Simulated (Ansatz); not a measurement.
# Cl2H5NSi2: one species, many methods

How much do the methods differ for Cl2H5NSi2? The plan is to run it at one geometry with functionals of several rungs and with coupled cluster, and see how far each lands from CCSD(T) at the basis-set limit for the atomisation energy.

Method: functionals in def2-TZVPP, the program's frozen cores in correlated methods; program: Ansatz 0.2.0, Gaussian basis.

Plan: LDA (SPW92), PBE-D4, revPBE-D4, BLYP-D4, r2SCAN-D4, B97M-V, PBE0-D4, B3LYP-D4, r2SCANh-D4, r2SCAN0-D4, HSE06-D4, BHLYP-D4, CAM-B3LYP-D4, LC-ωPBE, ωB97X-V, ωB97M-V, B2PLYP, PBE-QIDH; CCSD(T)/def2-SVP; CCSD(T)/def2-TZVPP; MP2/def2-QZVPP; extrapolation to the limit; RPA on PBE.

## 1. Structure used throughout

The geometry comes from an earlier relaxation with PBE0-D4 in a triple-zeta def2 set; it is a stationary point, not always the lowest conformer.

10 atoms, charge 0, spin multiplicity 1.

Atoms are counted from 1 here; the program's logs count them from 0.

Bond lengths: Si1–N2 1.736 Å, Si1–H6 1.486 Å, Si1–H7 1.483 Å, Si1–H8 1.486 Å, N2–Si3 1.697 Å, N2–H9 1.012 Å, Si3–Cl4 2.045 Å, Si3–Cl5 2.049 Å, Si3–H10 1.471 Å. Angles: N2–Si1–H6 111.5°, N2–Si1–H7 106.7°, N2–Si1–H8 110.6°, H6–Si1–H7 109.7°, H6–Si1–H8 108.1°, H7–Si1–H8 110.1°, Si1–N2–Si3 128.0°, Si1–N2–H9 116.2°, Si3–N2–H9 115.7°, N2–Si3–Cl4 110.1°, N2–Si3–Cl5 112.6°, N2–Si3–H10 109.5°, Cl4–Si3–Cl5 106.4°, Cl4–Si3–H10 110.0°, Cl5–Si3–H10 108.2°.

Coordinates:

```xyz
10
charge 0, multiplicity 1
Si   -0.4326    1.5427   -0.2082
N     0.5955    0.1637    0.0252
Si    0.1449   -1.4692    0.1252
Cl    1.4489   -2.6238   -0.9469
Cl    0.1883   -2.1802    2.0462
H    -0.4463    2.4217    0.9901
H    -1.7970    1.0199   -0.4606
H     0.0288    2.3496   -1.3674
H     1.5736    0.3596    0.1951
H    -1.2208   -1.6351   -0.3958
```

## 2. LDA

This LDA is Slater exchange with PW92 correlation.

in.yaml

```yaml
crystal:
  periodic: [false, false, false]
  atoms:
    - {symbol: Si, position_ang: [-0.432643, 1.542715, -0.208233]}
    - {symbol: N, position_ang: [0.595494, 0.163666, 0.025153]}
    - {symbol: Si, position_ang: [0.144941, -1.469159, 0.125151]}
    - {symbol: Cl, position_ang: [1.448910, -2.623765, -0.946914]}
    - {symbol: Cl, position_ang: [0.188259, -2.180232, 2.046223]}
    - {symbol: H, position_ang: [-0.446328, 2.421739, 0.990059]}
    - {symbol: H, position_ang: [-1.797040, 1.019851, -0.460608]}
    - {symbol: H, position_ang: [0.028779, 2.349561, -1.367353]}
    - {symbol: H, position_ang: [1.573581, 0.359590, 0.195084]}
    - {symbol: H, position_ang: [-1.220850, -1.635068, -0.395762]}
basis:
  gaussian: {orbitals: def2-TZVPP}
hamiltonian: {xc: lda}
output: {orbitals: {seedname: orbitals}}
```

The runs that follow: PBE-D4 (GGA); revPBE-D4 (GGA); BLYP-D4 (GGA); r2SCAN-D4 (meta-GGA); B97M-V (meta-GGA); PBE0-D4 (hybrid); B3LYP-D4 (hybrid); r2SCANh-D4 (hybrid); r2SCAN0-D4 (hybrid); HSE06-D4 (hybrid); BHLYP-D4 (hybrid); CAM-B3LYP-D4 (range-separated); LC-ωPBE-D4 (range-separated); ωB97X-V (range-separated); ωB97M-V (range-separated); B2PLYP (double hybrid); PBE-QIDH (double hybrid); CCSD(T) in def2-SVP; CCSD(T) in def2-TZVPP; MP2 in def2-QZVPP; RPA on PBE orbitals.

Before running them: what should the planned runs give, taken together? Wanted: atomisation energy, CCSD(T)/CBS; farthest beyond LDA; mean size of error, GGA; mean size of error, meta-GGA; mean size of error, hybrid; mean size of error, range-separated; mean size of error, double hybrid; gap, smallest and largest; T1 diagnostic.

As calculated:

```
                               quantity                                             value
        atomisation energy, CCSD(T)/CBS                                     3267.1 kJ/mol
 functionals within 16.3 kJ/mol (0.5 %)  PBE-D4, r2SCAN-D4, B97M-V, CAM-B3LYP-D4, ωB97M-V
                    farthest beyond LDA                           BHLYP-D4 (-77.1 kJ/mol)
                mean size of error, GGA                                       45.7 kJ/mol
           mean size of error, meta-GGA                                       13.2 kJ/mol
             mean size of error, hybrid                                       42.0 kJ/mol
    mean size of error, range-separated                                       24.1 kJ/mol
      mean size of error, double hybrid                                       52.7 kJ/mol
              gap, smallest and largest         5.76 eV (LDA (SPW92)), 13.00 eV (LC-ωPBE)
                          T1 diagnostic                                            0.0098
triples share of the correlation energy                                             3.9 %
```

The LDA atomisation energy is off by 379.7 kJ/mol (12 %): it overbinds. PBE-D4 misses by -11.4 kJ/mol. Double hybrids carry the basis error of their MP2 part in triple zeta, and no dispersion term here, so their miss is partly the set-up's. Taken by rung, meta-GGA functionals do best (13.2 kJ/mol on average) and double hybrid ones worst beyond LDA (52.7 kJ/mol). Misses under about 16.3 kJ/mol are within the doubt on the reference itself, which lacks core-valence correlation, relativity and higher excitations. Hartree-Fock recovers 73 % of the binding; the rest is correlation. CCSD(T) in def2-SVP is off by -293.5 kJ/mol, more than most functionals: a good method in a small basis is no reference. Orbital gaps span 5.8 to 13.0 eV; exact exchange widens them.
